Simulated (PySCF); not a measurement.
# RuH₃⁺: singlet, from a T-shaped start

The task is one start of a wider search on RuH₃⁺: the singlet, from a T-shaped start. It is relaxed, tested by its Hessian and followed downhill if it is a saddle.

Program: PySCF 2.14.0. Level of theory: PBE0, basis Ru def2-TZVP with ECP28, H def2-TZVP, scalar-relativistic core potentials, no spin–orbit coupling, density fitting. These are calculated values, not measurements.

## (1) Starting geometry

4 atoms, charge 1, spin multiplicity 1.

Bond lengths: Ru1–H2 1.539 Å, Ru1–H3 1.539 Å, Ru1–H4 1.539 Å. Angles: H2–Ru1–H3 88.0°, H2–Ru1–H4 88.0°, H3–Ru1–H4 176.0°.

```xyz
4
charge 1 multiplicity 1
Ru    0.0000    0.0000   -0.0158
H     0.0000    0.0000    1.5228
H     1.5377    0.0000    0.0379
H    -1.5377    0.0000    0.0379
```

## (2) Relaxation: T-shaped start, singlet

The steps below are one call of a driver around PySCF. For each, scf.py gives the equivalent set-up of the SCF; relaxations use the driver's own optimiser. Before each start the driver seeks the lowest SCF state from one or more starting densities and follows internal instabilities, so scf.py alone need not reach the same state.

The program finds C2v symmetry in the start, which this walk keeps.

Input file scf.py:

```python
from pyscf import gto, scf, dft
mol = gto.M(atom='''
Ru     0.000000     0.000000    -0.015810
H      0.000000     0.000000     1.522790
H      1.537700    -0.000000     0.037890
H     -1.537700     0.000000     0.037890''',
    basis={'Ru': 'def2-TZVP', 'H': 'def2-TZVP'},
    ecp={'Ru': 'def2-TZVP'},
    charge=1, spin=0)
mf = dft.RKS(mol, xc='PBE0')
mf.grids.atom_grid = (50, 194)
aux = {'Ru': 'def2-universal-JKFIT', 'H': 'def2-universal-JKFIT'}
mf = mf.density_fit(auxbasis=aux)
mf.kernel()
```

Energy and gradient, step by step:

| step | energy (Eh) | change (kJ/mol) | largest symmetric gradient (Eh/bohr) |
| --- | --- | --- | --- |
| 0 | -96.118300 | 0.00 | 0.18627 |
| 1 | -96.211692 | -245.20 | 0.07289 |
| 2 | -96.248932 | -342.97 | 0.04241 |
| 3 | -96.264431 | -383.67 | 0.03829 |
| 4 | -96.276740 | -415.98 | 0.02258 |
| 5 | -96.280612 | -426.15 | 0.00937 |
| 6 | -96.280870 | -426.83 | 0.00391 |
| 7 | -96.280907 | -426.92 | 0.00066 |
| 8 | -96.280907 | -426.92 | 0.00017 |

The walk needed 24 s of wall time on 2 threads, shared host.

End point (C2v, 8 steps, 426.9 kJ/mol gained): Ru–H 1.538 Å (×3); H–Ru–H 51.6° (×2), H–Ru–H 103.1°.

## (3) Is it a minimum? Harmonic modes

The point is checked on the finer grid, and tightened if its gradient asks for it. The Hessian and the dipole derivatives come from central differences of analytic gradients, with steps of 0.01 bohr.

Edit scf.py of step 2 so:

```diff
@@ -3,4 +3,4 @@
-Ru     0.000000     0.000000    -0.015810
-H      0.000000     0.000000     1.522790
-H      1.537700    -0.000000     0.037890
-H     -1.537700     0.000000     0.037890''',
+Ru    -0.000000    -0.000000    -0.034158
+H     -0.000000     0.000000     1.504882
+H      1.203621    -0.000000     0.923937
+H     -1.203621     0.000000     0.923937''',
@@ -11 +11 @@
-mf.grids.atom_grid = (50, 194)
+mf.grids.atom_grid = (75, 302)
```

The driver hands on the density of the step before, so the log starts near convergence.

SCF at the final geometry:

```text
init E= -96.2809433254922
  HOMO = -0.526030140014039  LUMO = -0.39669710449964  gap/eV = 3.51933
cycle= 1 E= -96.2809433254345  delta_E= 5.78e-11  |g|= 2.53e-05  |ddm|= 2.3e-05
  HOMO = -0.526023404623796  LUMO = -0.396691978823491  gap/eV = 3.51929
cycle= 2 E= -96.2809433250219  delta_E= 4.13e-10  |g|= 5.19e-05  |ddm|= 4.03e-05
  HOMO = -0.526028800563544  LUMO = -0.396696353118909  gap/eV = 3.51932
cycle= 3 E= -96.2809433255603  delta_E= -5.38e-10  |g|= 4.79e-06  |ddm|= 2.87e-05
  HOMO = -0.526028158121155  LUMO = -0.396695817792665  gap/eV = 3.51931
cycle= 4 E= -96.280943325564  delta_E= -3.78e-12  |g|= 4.96e-07  |ddm|= 2.57e-06
  HOMO = -0.526028009332049  LUMO = -0.396695741209053  gap/eV = 3.51931
Extra cycle  E= -96.2809433255643  delta_E= -2.56e-13  |g|= 4.68e-07  |ddm|= 1.51e-06
converged SCF energy = -96.2809433255643
```

The whole step took 54 s.

Geometry: C2v; Ru–H 1.539 Å (×3); H–Ru–H 51.5° (×2), H–Ru–H 103.0°.

Modes, for the most abundant isotopes:

| symmetry | ω (cm⁻¹) | IR (km/mol) | μ (u) | type |
| --- | --- | --- | --- | --- |
| b2 | 229i | 102 | 1.01 | bend |
| b1 | 577 | 3.0 | 1.01 | bend |
| a1 | 910 | 60.2 | 1.02 | bend |
| b2 | 2266 | 0.1 | 1.02 | stretch |
| a1 | 2270 | 12.9 | 1.02 | stretch |
| a1 | 2324 | 25.0 | 1.01 | stretch |

1 mode is imaginary, the largest at 229i cm⁻¹: a saddle point, not a minimum.

Constants and moments:

```
Dipole moment about the centre of mass                          : 0.48 D
Highest occupied level                                          : -14.31 eV
Lowest empty level                                              : -10.79 eV
Rotational constants                                            : 5.773, 4.09, 2.394 cm⁻¹
Zero-point energy (real modes)                                  : 49.9 kJ/mol
Principal polarisabilities                                      : 15.5, 22.2, 29.7 bohr³
Principal traceless quadrupole moments about the centre of mass : -1.82, -0.33, 2.15 D Å
```

Populations by atom (charges in e):

```csv
atom,Mulliken,Löwdin,polar tensor,Mayer order to Ru1
Ru1,0.52,0.54,0.81,–
H2,0.19,0.17,0.16,0.76
"H3,4",0.15,0.14,0.02,0.88
```

Mulliken populations on Ru1 (outside its core potential): s 2.33, p 6.13, d 7.01, f 0.00.

## (4) Leaving the saddle point

The atoms are moved a little along the softest imaginary mode and relaxed again.

The program finds Cs symmetry in the start, which this walk keeps. Threshold on the gradient: 0.0003 Eh/bohr, with a further test on the energy change.

Edit scf.py of step 3 so:

```diff
@@ -3,4 +3,4 @@
-Ru    -0.000000    -0.000000    -0.034158
-H     -0.000000     0.000000     1.504882
-H      1.203621    -0.000000     0.923937
-H     -1.203621     0.000000     0.923937''',
+Ru    -0.000632     0.000000    -0.033187
+H      0.120000    -0.000000     1.505853
+H      1.175565    -0.000000     0.979297
+H     -1.231676     0.000000     0.870520''',
@@ -11 +11 @@
-mf.grids.atom_grid = (75, 302)
+mf.grids.atom_grid = (50, 194)
```

Energy and gradient, step by step:

| step | energy (Eh) | change (kJ/mol) | largest symmetric gradient (Eh/bohr) |
| --- | --- | --- | --- |
| 0 | -96.280981 | 0.00 | 0.00308 |
| 1 | -96.280995 | -0.03 | 0.00188 |
| 2 | -96.281010 | -0.08 | 0.00059 |
| 3 | -96.281017 | -0.09 | 0.00080 |
| 4 | -96.281053 | -0.19 | 0.00190 |
| 5 | -96.281077 | -0.25 | 0.00176 |
| 6 | -96.281106 | -0.33 | 0.00109 |
| 7 | -96.281142 | -0.42 | 0.00055 |
| 8 | -96.281143 | -0.42 | 0.00029 |

The walk took 22 s.

After 8 steps and 0.4 kJ/mol it ends at Cs: Ru–H 1.524 Å, Ru–H 1.567 Å, Ru–H 1.580 Å; H–Ru–H 39.1°, H–Ru–H 62.1°, H–Ru–H 101.2°.

## (5) Vibrations and properties at this point

As before: finer grid, then central differences.

Edit scf.py of step 4 so:

```diff
@@ -3,4 +3,4 @@
-Ru    -0.000632     0.000000    -0.033187
-H      0.120000    -0.000000     1.505853
-H      1.175565    -0.000000     0.979297
-H     -1.231676     0.000000     0.870520''',
+Ru    -0.001115     0.000000    -0.034233
+H      0.225206    -0.000000     1.517235
+H      1.161940    -0.000000     1.034580
+H     -1.231244    -0.000000     0.867483''',
@@ -11 +11 @@
-mf.grids.atom_grid = (50, 194)
+mf.grids.atom_grid = (75, 302)
```

SCF at the final geometry:

```text
init E= -96.2811416846891
  HOMO = -0.522754256921065  LUMO = -0.395640723994238  gap/eV = 3.45894
cycle= 1 E= -96.2811416841958  delta_E= 4.93e-10  |g|= 5.69e-05  |ddm|= 4.57e-05
  HOMO = -0.52273471346729  LUMO = -0.395624644979401  gap/eV = 3.45884
cycle= 2 E= -96.2811416818428  delta_E= 2.35e-09  |g|= 0.000122  |ddm|= 9.72e-05
  HOMO = -0.522748392288517  LUMO = -0.39563598797287  gap/eV = 3.45890
cycle= 3 E= -96.2811416848479  delta_E= -3.01e-09  |g|= 2.3e-06  |ddm|= 6.67e-05
  HOMO = -0.522748163925558  LUMO = -0.395635795138666  gap/eV = 3.45890
cycle= 4 E= -96.2811416848494  delta_E= -1.48e-12  |g|= 3.57e-07  |ddm|= 1.4e-06
  HOMO = -0.522748105071368  LUMO = -0.39563576743211  gap/eV = 3.45890
Extra cycle  E= -96.2811416848494  delta_E= -8.53e-14  |g|= 2.45e-07  |ddm|= 1.17e-06
converged SCF energy = -96.2811416848494
```

The whole step took 85 s.

Geometry: Cs; Ru–H 1.525 Å, Ru–H 1.568 Å, Ru–H 1.580 Å; H–Ru–H 39.1°, H–Ru–H 62.1°, H–Ru–H 101.2°.

Modes, for the most abundant isotopes:

| symmetry | ω (cm⁻¹) | IR (km/mol) | μ (u) |
| --- | --- | --- | --- |
| a' | 542 | 141 | 1.01 |
| a'' | 583 | 2.6 | 1.01 |
| a' | 963 | 52.1 | 1.02 |
| a' | 2219 | 3.5 | 1.01 |
| a' | 2286 | 10.6 | 1.02 |
| a' | 2296 | 14.1 | 1.01 |

No imaginary mode, so this is a minimum.

Properties at this point:

| Item | Value |
| --- | --- |
| Dipole moment about the centre of mass | 0.53 D |
| Highest occupied level | -14.22 eV |
| Lowest empty level | -10.77 eV |
| Rotational constants | 6.057, 3.803, 2.336 cm⁻¹ |
| Zero-point energy | 53.2 kJ/mol |
| Principal polarisabilities | 15.4, 22.2, 29.5 bohr³ |
| Principal traceless quadrupole moments about the centre of mass | -2.21, -0.41, 2.62 D Å |
| Entropy at 298.15 K and 1 bar | 238.9 J/(mol K) |
| Heat capacity Cp at 298.15 K | 44.4 J/(mol K) |
| Enthalpy at 298.15 K above 0 K | 10.98 kJ/mol |
| Rotational symmetry number | 1 |

Charges (e) and bond orders:

| atom | Mulliken | Löwdin | polar tensor | Mayer order to Ru1 |
| --- | --- | --- | --- | --- |
| Ru1 | 0.53 | 0.53 | 0.79 | – |
| H2 | 0.18 | 0.18 | 0.17 | 0.67 |
| H3 | 0.14 | 0.16 | 0.06 | 0.73 |
| H4 | 0.15 | 0.13 | -0.02 | 0.95 |

Outer orbital energies (eV). occupied: -59.10, -58.93, -58.54, -20.17, -16.96, -15.10, -14.70, -14.22; empty: -10.77, -8.31, -7.51, -5.56.

Mulliken populations on Ru1 (outside its core potential): s 2.32, p 6.13, d 7.02, f 0.00.

## (6) Stability of the closed shell

At the lowest minimum the closed shell is tested against spin polarisation, on the (50, 194) grid. It is unstable: an open-shell solution lies lower. That solution was not followed to a minimum here.

## (7) All stationary points

| spin | group | bonds | imaginary modes (cm⁻¹) | ΔE (kJ/mol) | with zero-point energy |
| --- | --- | --- | --- | --- | --- |
| singlet | Cs | Ru–H 1.525 Å, Ru–H 1.568 Å, Ru–H 1.580 Å | none | 0.0 | 0.0 |
| singlet | C2v | Ru–H 1.539 Å (×3) | 229i | 0.5 | – |

## (8) Summary of results

```
                            quantity                                                                                value
                             minimum                       singlet, Cs (closed shell, unstable towards spin polarisation)
                            geometry  Ru–H 1.525 Å, Ru–H 1.568 Å, Ru–H 1.580 Å; H–Ru–H 39.1°, H–Ru–H 62.1°, H–Ru–H 101.2°
                  wavenumbers (cm⁻¹)                       542 (a'), 583 (a''), 963 (a'), 2219 (a'), 2286 (a'), 2296 (a')
      dipole moment (centre of mass)                                                                               0.53 D
highest occupied, lowest empty level                                                                    -14.22, -10.77 eV
          polar-tensor charge of Ru1                                                                              +0.79 e
                   zero-point energy                                                                          53.2 kJ/mol
```

The T-shaped start (C2v) ends in a minimum of Cs symmetry, after a stop at a saddle point 0.5 kJ/mol higher, from which it was pushed off along an imaginary mode. In the infrared the band at 542 cm⁻¹ (a', bend) leads. Other starts or spin states, not run here, may lie lower. The closed shell proved unstable towards spin polarisation, so a lower open-shell solution exists.

The search up to here needed 3.4 min of wall time on 2 threads, shared host.
